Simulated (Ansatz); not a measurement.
NaBe2Se2:

```
CELL_PARAMETERS angstrom
3.67228 0.00000 0.00000
-1.83614 3.18028 0.00000
0.00000 0.00000 8.01116
ATOMIC_POSITIONS crystal
Na 0.00000 0.00000 0.50000
Be 0.33333 0.66667 0.14639
Be 0.33333 0.66667 0.85361
Se 0.66667 0.33333 0.22852
Se 0.66667 0.33333 0.77148
```

The cell was built by a generator and needn't be a form met in nature.

```yaml
Program: Ansatz 0.2.0
Task: relaxation of cell and atoms
Functional: revPBE
Potentials_or_basis: Ansatz PAW
Cutoff: "420 eV (not typed: the program's choice for these potentials)"
k_mesh: 6 × 6 × 3
Occupations: fermi-dirac, width 0.05 eV
Spin: no spin polarisation
```

At the start: volume 18.71 Å³/atom.

Task: How do energy, volume and symmetry change on relaxing?

Result: It ends after 5 steps and the volume is 19.27 Å³/atom (+3.0 %); space group P-6m2 (No. 187, to 0.05 Å).

The path:
```
step  energy change (eV)  largest force (eV/Å)  volume (Å³)
   1              0.0000                0.0268        93.56
   2             -0.0109                0.0484        95.82
   3             -0.0117                0.0222        96.31
   4             -0.0118                0.0042        96.35
   5             -0.0119                0.0041        96.35
```

Final structure:
```xyz
5
Lattice="3.7017 0.0000 0.0000 -1.8509 3.2058 0.0000 0.0000 0.0000 8.1192" Properties=species:S:1:pos:R:3 pbc="T T T"
Na    0.0000    0.0000    4.0596
Be    0.0000    2.1372    1.1808
Be    0.0000    2.1372    6.9383
Se    1.8509    1.0686    1.8438
Se    1.8509    1.0686    6.2754
```

Caveat: the plane-wave basis is chosen anew once the cell has moved, so the energies of steps on either side of that aren't comparable; the PAW data sets come from PBE, with cores solved anew for the run's functional, which leaves a small shift of forces and pressure.
